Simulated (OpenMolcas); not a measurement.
**A workflow on Si2H4F2 (SMILES F[SiH](F)[SiH3])**

We compute a single-point energy (HF/ANO-R0), then a single-point energy (CASSCF(2,2)/ANO-R1), then an energy scan (CASPT2(2,2)/ANO-R1), then the energy along one coordinate (SC-NEVPT2(2,2)/ANO-R1), then the energy along one coordinate (MC-PDFT[tPBE](2,2)/ANO-R1) of Si2H4F2. 

Program for the calculation: OpenMolcas 26.06.

### Step 1. The system as given

Si2H4F2: 8 atoms, total charge 0, spin state singlet. SMILES: `F[SiH](F)[SiH3]`. Geometry: relaxed at PBE0-D4/def2-TZVP.

Bond lengths: F1–Si2 1.593 Å, Si2–F3 1.593 Å, Si2–Si4 2.342 Å, Si2–H5 1.482 Å, Si4–H6 1.486 Å, Si4–H7 1.486 Å, Si4–H8 1.485 Å. Some angles: F1–Si2–F3 107.0°, F1–Si2–Si4 109.5°, F3–Si2–Si4 109.5°, F1–Si2–H5 107.3°, F3–Si2–H5 107.3°, Si4–Si2–H5 115.9°, Si2–Si4–H6 109.0°, Si2–Si4–H7 109.1°, Si2–Si4–H8 110.0°, H6–Si4–H7 109.2°.

### Step 2. A single-point energy at HF/ANO-R0 (sfX2C) (run 1)

Input file geom.xyz:

```xyz
8

F      0.971900    -1.046400     1.729500
Si     1.061800    -0.320500     0.314000
F      1.618700    -1.392500    -0.725000
Si    -1.075200     0.372800    -0.346900
H      2.081000     0.748800     0.431800
H     -1.595200     1.352300     0.642900
H     -0.983200     1.025300    -1.679300
H     -1.987700    -0.796800    -0.422700
```

Input file step1.inp:

```
* F2H4Si2 Hartree-Fock
>>> EXPORT MOLCAS_PRINT=2
&GATEWAY
Coord=geom.xyz
Basis=ANO-R0
Group=NoSym
&SEWARD
&SCF
PrOrbitals=0
&LOCALISATION
Occupied
Freeze
Pipek-Mezey
&LOCALISATION
FileOrb=$Project.LocOrb
Virtual
Pipek-Mezey
```

On the command line:

```bash
$ export MOLCAS_MEM=1860
$ pymolcas step1.inp > step1.log
```

Standard output:

```text
--- Start Module: gateway ---
[...]
--- Stop Module: gateway /rc=_RC_ALL_IS_WELL_ ---
[...]
      Basis functions           32
[...]
       Convergence after  10 Iterations
[...]
::    Total SCF energy                               -779.8089651337
[...]
      Total spin, S                                     0.0000000000
[...]
      Total electronic charge=   50.000000
      Total            charge=   -0.000000
[...]
      Dipole Moment (debye):
      Origin of the operator (angstrom)=    0.4729   -0.4340    0.1748
                   X=  6.1812E-01               Y= -6.6351E-01               Z=  2.5647E-01           Total=  9.4239E-01
      Quadrupole Moment (debye*angstrom):
[...]
--- Start Module: localisation ---
[...]
--- Stop Module: localisation /rc=_RC_ALL_IS_WELL_ ---
--- Start Module: localisation ---
[...]
--- Stop Module: localisation /rc=_RC_ALL_IS_WELL_ ---
[...]
```

It took 3.6 s on 1 thread of AMD EPYC 7R43 (Zen 3), shared host; peak memory 0.38 GiB.

### Step 3. A single-point energy at CASSCF(2,2)/ANO-R1 (sfX2C, RICD fitting) (run 2)

geom.xyz is that of step 2.

Input file step2.inp:

```
* F2H4Si2 CASSCF
>>> EXPORT MOLCAS_PRINT=2
&gateway
coord = geom.xyz
basis = ANO-R0
group = NoSym
&seward
&rasscf
fileorb = $CurrDir/step1.LocOrb
alter = 2
1 24 25
1 26 30
spin = 1
nactel = 2 0 0
inactive = 24
ras2 = 2
orblisting = Nothing
>>> COPY $Project.RunFile RUNFIL1
>>> COPY $Project.RasOrb INPORB
&gateway
coord = geom.xyz
basis = ANO-R1
group = NoSym
ricd
&seward
>>> COPY $Project.RunFile RUNFIL2
&expbas
&rasscf
fileorb = $Project.ExpOrb
spin = 1
nactel = 2 0 0
inactive = 24
ras2 = 2
orblisting = Nothing
orbappear = Compact
```

On the command line:

```bash
$ export MOLCAS_MEM=1860
$ pymolcas step2.inp > step2.log
```

Standard output:

```text
--- Start Module: gateway ---
[...]
      Basis functions           32
[...]
      Number of active orbitals                  2
[...]
      Spin quantum number                      0.0
[...]
      Active orbitals                            2
[...]
      Number of CSFs                             3
[...]
      Number of root(s) required                 1
[...]
      Convergence after 11 iterations
[...]
      printout of CI-coefficients larger than  0.05 for root  1
      energy=    -779.815260
      conf/sym  11     Coeff  Weight
             1  20   0.99642 0.99285
             3  02  -0.08459 0.00715
      Natural orbitals and occupation numbers for root  1
      sym 1:   1.985691   0.014309
      ************************************************************************************************************************
      *                                                    Final results                                                     *
[...]
::    RASSCF root number  1 Total energy:   -779.81526026
[...]
      Basis functions           84
[...]
      Convergence after 13 iterations
[...]
      Natural orbitals and occupation numbers for root  1
      sym 1:   1.982202   0.017798
      ************************************************************************************************************************
      *                                                    Final results                                                     *
[...]
::    RASSCF root number  1 Total energy:   -780.67154278
[...]
      Total electronic charge=   50.000000
      Total            charge=   -0.000000
[...]
      Dipole Moment (debye):
      Origin of the operator (angstrom)=    0.4729   -0.4340    0.1748
                   X= -7.9504E-01               Y=  1.8576E+00               Z= -4.7120E-01           Total=  2.0748E+00
      Quadrupole Moment (debye*angstrom):
[...]
```

It took 12 s on 1 thread of AMD EPYC 7R43 (Zen 3), shared host; peak memory 0.38 GiB.

### Step 4. An energy scan at CASPT2(2,2)/ANO-R1 (sfX2C, RICD fitting, ipea shift 0.25 Eh, pt2 variant SS) (run 3)

Input file step3.inp:

```
>>> COPY $CurrDir/step2.RasOrb $Project.RasOrb
>>> ForEach K in (1, 2, 3, 4, 5, 6, 7, 8, 9)

&GATEWAY
 Coord = $CurrDir/point$K.xyz
 Basis = ANO-R1
 Group = NoSym
 RICD

&SEWARD

&RASSCF
 FileOrb = $Project.RasOrb
 Spin = 1
 Nactel = 2 0 0
 Inactive = 24
 Ras2 = 2
 OrbListing = Nothing
 OrbAppear = Compact

&CASPT2
 Imaginary = 0.2
 Frozen = 12
>>> EndDo
```

On the command line:

```bash
$ export MOLCAS_MEM=1860
$ pymolcas step3.inp > step3.log
```

Standard output:

```text
[...]
      Basis functions           84
[...]
      Number of active orbitals                  2
[...]
      Spin quantum number                      0.0
[...]
      Active orbitals                            2
[...]
      Number of CSFs                             3
[...]
      Number of root(s) required                 1
[...]
      Convergence after 12 iterations
[...]
      printout of CI-coefficients larger than  0.05 for root  1
      energy=    -780.661785
      conf/sym  11     Coeff  Weight
             1  20   0.99694 0.99389
             3  02  -0.07818 0.00611
      Natural orbitals and occupation numbers for root  1
      sym 1:   1.987775   0.012225
      ************************************************************************************************************************
      *                                                    Final results                                                     *
[...]
::    RASSCF root number  1 Total energy:   -780.66178515
[...]
::    CASPT2 Root  1     Total energy:   -781.22531308
[...]
      Convergence after 10 iterations
[...]
      Natural orbitals and occupation numbers for root  1
      sym 1:   1.982197   0.017803
      ************************************************************************************************************************
      *                                                    Final results                                                     *
[...]
      Convergence after 10 iterations
[...]
      Convergence after 10 iterations
[...]
      Convergence after 10 iterations
[...]
::    RASSCF root number  1 Total energy:   -780.53346089
[...]
::    CASPT2 Root  1     Total energy:   -781.08957629
[...]
      Convergence after  9 iterations
[...]
::    RASSCF root number  1 Total energy:   -780.52910652
[...]
      Reference weight:           0.86540
[...]
::    CASPT2 Root  1     Total energy:   -781.08430468
[...]
```

Run time: 76 s. Hardware: 1 thread of AMD EPYC 7R43 (Zen 3), shared host; peak memory 0.087 GiB.

The scan, from its lowest point:

```csv
H5–Si2 (Å),energy (kJ/mol)
1.334,23.4
1.482,0.0
1.630,16.2
1.852,73.7
2.149,165.1
2.519,262.3
2.964,337.3
3.557,379.8
4.446,393.7
```

### Step 5. An energy scan at SC-NEVPT2(2,2)/ANO-R1 (sfX2C, RICD fitting, pt2 variant SC-NEVPT2) (run 4)

Input file step4.inp:

```
>>> COPY $CurrDir/step2.RasOrb $Project.RasOrb
>>> ForEach K in (1, 2, 3, 4, 5, 6, 7, 8, 9)

&gateway
  coord
  $CurrDir/point$K.xyz
  basis
  ANO-R1
  group
  NoSym
  ricd

&seward

&rasscf
  fileorb
  $Project.RasOrb
  spin
  1
  nactel
  2 0 0
  inactive
  24
  ras2
  2
  orblisting
  Nothing
  orbappear
  Compact

&caspt2
  sc-nevpt2
  frozen
  12
>>> EndDo
```

On the command line:

```bash
$ export MOLCAS_MEM=1860
$ pymolcas step4.inp > step4.log
```

Standard output:

```text
--- Start Module: gateway ---
[...]
      Basis functions           84
[...]
      Number of active orbitals                  2
[...]
      Spin quantum number                      0.0
[...]
      Active orbitals                            2
[...]
      Number of CSFs                             3
[...]
      Number of root(s) required                 1
[...]
      Convergence after 12 iterations
[...]
      printout of CI-coefficients larger than  0.05 for root  1
      energy=    -780.661785
      conf/sym  11     Coeff  Weight
             1  20   0.99694 0.99389
             3  02  -0.07818 0.00611
      Natural orbitals and occupation numbers for root  1
      sym 1:   1.987775   0.012225
      ************************************************************************************************************************
      *                                                    Final results                                                     *
[...]
::    RASSCF root number  1 Total energy:   -780.66178515
[...]
::    SC-NEVPT2 Root  1     Total energy:   -781.21848526
[...]
      Convergence after 10 iterations
[...]
      Natural orbitals and occupation numbers for root  1
      sym 1:   1.982197   0.017803
      ************************************************************************************************************************
      *                                                    Final results                                                     *
[...]
      Convergence after 10 iterations
[...]
      Convergence after 10 iterations
[...]
      Convergence after 10 iterations
[...]
::    RASSCF root number  1 Total energy:   -780.53346089
[...]
::    SC-NEVPT2 Root  1     Total energy:   -781.08768259
[...]
      Convergence after  9 iterations
[...]
::    RASSCF root number  1 Total energy:   -780.52910652
[...]
::    SC-NEVPT2 Root  1     Total energy:   -781.08274714
[...]
```

Run time: 72 s. Hardware: 1 thread of AMD EPYC 7R43 (Zen 3), shared host; peak memory 0.087 GiB.

The scan, from its lowest point:

```csv
H5–Si2 (Å),energy (kJ/mol)
1.334,25.5
1.482,0.0
1.630,14.6
1.852,70.1
2.149,159.6
2.519,255.0
2.964,328.2
3.557,368.9
4.446,381.8
```

### Step 6. An energy scan at MC-PDFT[tPBE](2,2)/ANO-R1 (sfX2C, RICD fitting) (run 5)

Input file step5.input:

```
* F2H4Si2 MC-PDFT
>>> COPY $CurrDir/step2.RasOrb $Project.RasOrb
>>> ForEach K in (1, 2, 3, 4, 5, 6, 7, 8, 9)

&GATEWAY
  Coord=$CurrDir/point$K.xyz
  Basis=ANO-R1
  Group=NoSym
  RICD

&SEWARD

&RASSCF
  FileOrb=$Project.RasOrb
  Spin=1
  Nactel=2 0 0
  Inactive=24
  Ras2=2
  OrbListing=Nothing
  OrbAppear=Compact

&MCPDFT
  KSDFT=T:PBE
>>> EndDo
```

On the command line:

```bash
$ export MOLCAS_MEM=1860
$ pymolcas step5.input > step5.log
```

Standard output:

```text
--- Start Module: gateway ---
[...]
      Basis functions           84
[...]
      Number of active orbitals                  2
[...]
      Spin quantum number                      0.0
[...]
      Active orbitals                            2
[...]
      Number of CSFs                             3
[...]
      Number of root(s) required                 1
[...]
      Convergence after 12 iterations
[...]
      printout of CI-coefficients larger than  0.05 for root  1
      energy=    -780.661785
      conf/sym  11     Coeff  Weight
             1  20   0.99694 0.99389
             3  02  -0.07818 0.00611
      Natural orbitals and occupation numbers for root  1
      sym 1:   1.987775   0.012225
      ************************************************************************************************************************
      *                                                    Final results                                                     *
[...]
::    RASSCF root number  1 Total energy:   -780.66178515
[...]
::    MCPDFT root number  1 Total energy:   -782.12081581
[...]
      Convergence after 10 iterations
[...]
      Natural orbitals and occupation numbers for root  1
      sym 1:   1.982197   0.017803
      ************************************************************************************************************************
      *                                                    Final results                                                     *
[...]
      Convergence after 10 iterations
[...]
      Convergence after 10 iterations
[...]
      Convergence after 10 iterations
[...]
::    RASSCF root number  1 Total energy:   -780.53346089
[...]
::    MCPDFT root number  1 Total energy:   -781.98362259
[...]
      Convergence after  9 iterations
[...]
::    RASSCF root number  1 Total energy:   -780.52910652
[...]
::    MCPDFT root number  1 Total energy:   -781.97891096
[...]
```

Run time: 75 s. Hardware: 1 thread of AMD EPYC 7R43 (Zen 3), shared host; peak memory 0.087 GiB.

The scan, from its lowest point:

```csv
H5–Si2 (Å),energy (kJ/mol)
1.334,26.2
1.482,0.0
1.630,13.4
1.852,67.6
2.149,157.3
2.519,257.3
2.964,339.2
3.557,386.4
4.446,398.8
```

### Step 7. Summary of results

| quantity | value |
| --- | --- |
| run 1, HF/ANO-R0: total energy | -779.80897 Eh |
| run 1, HF/ANO-R0: dipole moment | 0.94 D |
| run 1, HF/ANO-R0: HOMO energy | -11.90 eV |
| run 1, HF/ANO-R0: LUMO energy | 2.41 eV |
| run 1, HF/ANO-R0: HOMO–LUMO gap | 14.30 eV |
| run 2, CASSCF(2,2)/ANO-R1: total energy | -780.67154 Eh |
| run 2, CASSCF(2,2)/ANO-R1: dipole moment (CASSCF density) | 2.07 D |
| run 3, CASPT2(2,2)/ANO-R1: lowest energy of the scan | -781.23424 Eh |
| run 4, SC-NEVPT2(2,2)/ANO-R1: lowest energy of the scan | -781.22818 Eh |
| run 5, MC-PDFT[tPBE](2,2)/ANO-R1: lowest energy of the scan | -782.13079 Eh |

What this shows: Mulliken charges (run 1, HF/ANO-R0) run from -0.33 on F1 to +0.96 on Si2; they depend strongly on the basis. Mulliken charges (run 2, CASSCF(2,2)/ANO-R1) run from -0.39 on F3 to +0.66 on Si2; they depend strongly on the basis.
